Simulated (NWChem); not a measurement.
# InH2 (SMILES [InH2]) at USPZ81/def2-SVP (density fitting with weigend coulomb fitting, core potential), part 2 of 2

NWChem 7.3.0. Earlier steps stand in the parts before.

## (3) The singlet anion at the same level

File nw.nw:

```
start nw
memory 2200 mb
charge -1

geometry units angstrom noautosym nocenter noautoz
  In       0.384600      -0.425400       0.149800
  H        0.691300       1.265400       0.521600
  H       -1.086900      -0.904800      -0.684700
end

basis spherical bse
  * library def2-SVP
end

ecp bse
  In library def2-SVP
end

basis "cd basis" spherical
  * library "weigend coulomb fitting"
end

dft
  xc slater perdew81
  grid medium
  iterations 150
end

task dft gradient
```

Started as:

```console
nwchem nw.nw > nw.out
```

Output:

```text
Northwest Computational Chemistry Package (NWChem) 7.3.0
             --------------------------------------------------------

           Job information
           ---------------

    nwchem branch   = 7.3.0
    use scalapack   = T
    input           = nw.nw
    prefix          = nw.
    data base       = ./nw.db
    status          = startup
    nproc           =        1

           Memory information
           ------------------

    heap     =     72089596 doubles =      550.0 Mbytes
    stack    =     72089601 doubles =      550.0 Mbytes
    global   =    144179200 doubles =     1100.0 Mbytes (distinct from heap & stack)
    total    =    288358397 doubles =     2200.0 Mbytes
    verify   = yes
    hardfail = no

           Directory information
           ---------------------

  0 permanent = .
  0 scratch   = .

                                NWChem Input Module
                                -------------------

 Scaling coordinates for geometry "geometry" by  1.889725989
 (inverse scale =  0.529177249)

                             Geometry "geometry" -> ""
                             -------------------------

 Output coordinates in angstroms (scale by  1.889725989 to convert to a.u.)

  No.       Tag          Charge          X              Y              Z
 ---- ---------------- ---------- -------------- -------------- --------------
    1 In                  49.0000     0.38460000    -0.42540000     0.14980000
    2 H                    1.0000     0.69130000     1.26540000     0.52160000
    3 H                    1.0000    -1.08690000    -0.90480000    -0.68470000

      Atomic Mass
      -----------

      In               114.904100
      H                  1.007825

 Effective nuclear repulsion energy (a.u.)      29.6687591801

            Nuclear Dipole moment (a.u.)
            ----------------------------
        X                 Y               Z
 ---------------- ---------------- ----------------
    34.8650665441   -38.7091471501    13.5627523926

            XYZ format geometry
            -------------------
     3
 geometry
 In                    0.38460000    -0.42540000     0.14980000
 H                     0.69130000     1.26540000     0.52160000
 H                    -1.08690000    -0.90480000    -0.68470000

 ==============================================================================
                                internuclear distances
 ------------------------------------------------------------------------------
       center one      |      center two      | atomic units |  angstroms
 ------------------------------------------------------------------------------
    2 H                |   1 In               |     3.32243  |     1.75815
    3 H                |   1 In               |     3.32266  |     1.75827
 ------------------------------------------------------------------------------
                         number of included internuclear distances:          2
 ==============================================================================

 ==============================================================================
                                 internuclear angles
 ------------------------------------------------------------------------------
        center 1       |       center 2       |       center 3       |  degrees
 ------------------------------------------------------------------------------
    2 H                |   1 In               |   3 H                |   120.57
 ------------------------------------------------------------------------------
                            number of included internuclear angles:          1
 ==============================================================================

 Summary of "ao basis" -> "" (spherical)
 ------------------------------------------------------------------------------
       Tag                 Description            Shells   Functions and Types
 ---------------- ------------------------------  ------  ---------------------
 *                          def2-SVP                  on all atoms

                 ECP       "ecp basis" -> "" (cartesian)
                -----
  [basis functions not shown]

 Summary of "cd basis" -> "" (spherical)
 ------------------------------------------------------------------------------
       Tag                 Description            Shells   Functions and Types
 ---------------- ------------------------------  ------  ---------------------
 *                  weigend coulomb fitting           on all atoms

                                 NWChem DFT Module
                                 -----------------

                      Basis "ao basis" -> "ao basis" (spherical)
                      -----
  [basis functions not shown]

 Summary of "ao basis" -> "ao basis" (spherical)
 ------------------------------------------------------------------------------
       Tag                 Description            Shells   Functions and Types
 ---------------- ------------------------------  ------  ---------------------
 In                         def2-SVP                10       26   4s4p2d
 H                          def2-SVP                 3        5   2s1p

                      Basis "cd basis" -> "cd basis" (spherical)
                      -----
  [basis functions not shown]

[... 33 lines left out ...]
          Convergence on energy requested:  1.00D-06
          Convergence on density requested:  1.00D-05
          Convergence on gradient requested:  5.00D-04
[... 17 lines left out ...]
          Spatial weights used:  Erf1
[... 1 line left out ...]
          Convergence Information
[... 1 line left out ...]
          Convergence aids based upon iterative change in
          total energy or number of iterations.
[... 62 lines left out ...]
   convergence    iter        energy       DeltaE   RMS-Dens  Diis-err    time
[... 22 lines left out ...]
         Total DFT energy =     -190.940097388326
      One electron energy =     -366.603689153804
           Coulomb energy =      180.028576127780
    Exchange-Corr. energy =      -17.179180255912
 Nuclear repulsion energy =       12.814195893610
[... 5 lines left out ...]
                       DFT Final Molecular Orbital Analysis
[... 253 lines left out ...]
  ----- ------------  ---------------      ----- ------------  ---------------
     9      0.992099  1 In py                 6     -0.836228  1 In py
     8      0.812909  1 In px                 5     -0.685192  1 In px
    12     -0.570452  1 In py                10      0.551461  1 In pz
[... 4 lines of this table left out ...]
              MO Center=  3.8D-01, -4.3D-01,  1.5D-01, r^2= 4.5D-02
   Bfn.  Coefficient  Atom+Function         Bfn.  Coefficient  Atom+Function
  ----- ------------  ---------------      ----- ------------  ---------------
     1      3.711900  1 In s                  2      3.503283  1 In s
     3     -0.035293  1 In s

 center of mass
 --------------
 x =   0.70781512 y =  -0.78415687 z =   0.27554400

 moments of inertia (a.u.)
 ------------------
          14.067656619321          -4.448979584875          -4.813140913259
          -4.448979584875          11.086607807964          -3.719683581929
          -4.813140913259          -3.719683581929          19.159900373251

     Multipole analysis of the density
     ---------------------------------

     L   x y z        total         alpha         beta         nuclear
     -   - - -        -----         -----         ----         -------
     0   0 0 0     -1.000000    -12.000000    -12.000000     23.000000

     1   1 0 0     -0.969611     -7.742298     -7.742298     14.514985
[... 8 lines of this table left out ...]
     2   0 0 2    -22.983774    -13.656169    -13.656169      4.328564

            General Information
            -------------------
          SCF calculation type: DFT
          Wavefunction type:  closed shell.
          No. of atoms     :     3
          No. of electrons :    24
           Alpha electrons :    12
            Beta electrons :    12
          Charge           :    -1
          Spin multiplicity:     1
          Use of symmetry is: off; symmetry adaption is: off
          Maximum number of iterations: 150
          AO basis - number of functions:    36
                     number of shells:    16
          A Charge density fitting basis will be used.
          CD basis - number of functions:    80
                     number of shells:    28
          Convergence on energy requested:  1.00D-06
          Convergence on density requested:  1.00D-05
          Convergence on gradient requested:  5.00D-04

              XC Information
              --------------
                        Slater Exchange Functional  1.000 local
                Perdew 1981 Correlation Functional  1.000 local

             Grid Information
             ----------------
          Grid used for XC integration:  medium
          Radial quadrature: Mura-Knowles
          Angular quadrature: Lebedev.
          Tag              B.-S. Rad. Rad. Pts. Rad. Cut. Ang. Pts.
          ---              ---------- --------- --------- ---------
          In                  1.55      123           8.0       590
          H                   0.35       45           9.0       434
          Grid pruning is: on
          Number of quadrature shells:   213
          Spatial weights used:  Erf1

          Convergence Information
          -----------------------
          Convergence aids based upon iterative change in
          total energy or number of iterations.
          Levelshifting, if invoked, occurs when the
          HOMO/LUMO gap drops below (HL_TOL):  1.00D-02
          DIIS, if invoked, will attempt to extrapolate
          using up to (NFOCK): 10 stored Fock matrices.

                    Damping( 0%)  Levelshifting(0.5)       DIIS
                  --------------- ------------------- ---------------
          dE  on:    start            ASAP                start
          dE off:    2 iters        150 iters           150 iters

      Screening Tolerance Information
      -------------------------------
          Density screening/tol_rho:  1.00D-10
          AO Gaussian exp screening on grid/accAOfunc:  14
          CD Gaussian exp screening on grid/accCDfunc:  20
          XC Gaussian exp screening on grid/accXCfunc:  20
          Schwarz screening/accCoul:  1.00D-08

  int_init: cando_txs set to always be  F
  intd_init: cando_txs set to always be  F

                            NWChem DFT Gradient Module
                            --------------------------

  charge          =  -1.00
  wavefunction    = closed shell

                         DFT ENERGY GRADIENTS

    atom               coordinates                        gradient
                 x          y          z           x          y          z
   1 In      0.726789  -0.803889   0.283081   -0.027767   0.028905  -0.011027
   2 H       1.306368   2.391259   0.985681    0.009438  -0.019888   0.002496
   3 H      -2.053943  -1.709824  -1.293895    0.018330  -0.009016   0.008531

                 ----------------------------------------
                 |  Time  |  1-e(secs)   |  2-e(secs)   |
                 ----------------------------------------
                 |  CPU   |       0.00   |       0.00   |
                 ----------------------------------------
                 |  WALL  |       0.00   |       0.00   |
                 ----------------------------------------

 Task  times  cpu:        0.8s     wall:        0.8s
 Total times  cpu:        0.8s     wall:        0.8s
```

Run time: 1.5 s. Hardware: 1 thread of Intel Xeon 6975P-C (Granite Rapids), shared host; peak memory 0.11 GiB.

## (4) Outcome

The summary covers parts 1 to 2.

Level: USPZ81/def2-SVP (density fitting with weigend coulomb fitting, core potential).

```
                                                            quantity          value
                                          doublet InH2: total energy  -190.90746 Eh
                                         doublet InH2: dipole moment         0.16 D
                                                  doublet InH2: ⟨S²⟩          0.751
                              doublet InH2: largest force on an atom     0.128 eV/Å
                                         singlet anion: total energy  -190.94010 Eh
                                          singlet anion: HOMO energy        1.90 eV
                                          singlet anion: LUMO energy        2.57 eV
singlet anion: HOMO–LUMO gap (to an unbound level, set by the basis)        0.67 eV
                             singlet anion: largest force on an atom     2.138 eV/Å
                   vertical electron affinity (to the singlet anion)       0.888 eV
```

In words: At fixed nuclei the extra electron is bound by 0.89 eV (20.5 kcal/mol). The basis has no diffuse functions, so the error can be as large as this value. The HOMO (singlet anion) lies at positive energy, 1.90 eV; only total energies tell whether the electron is bound.
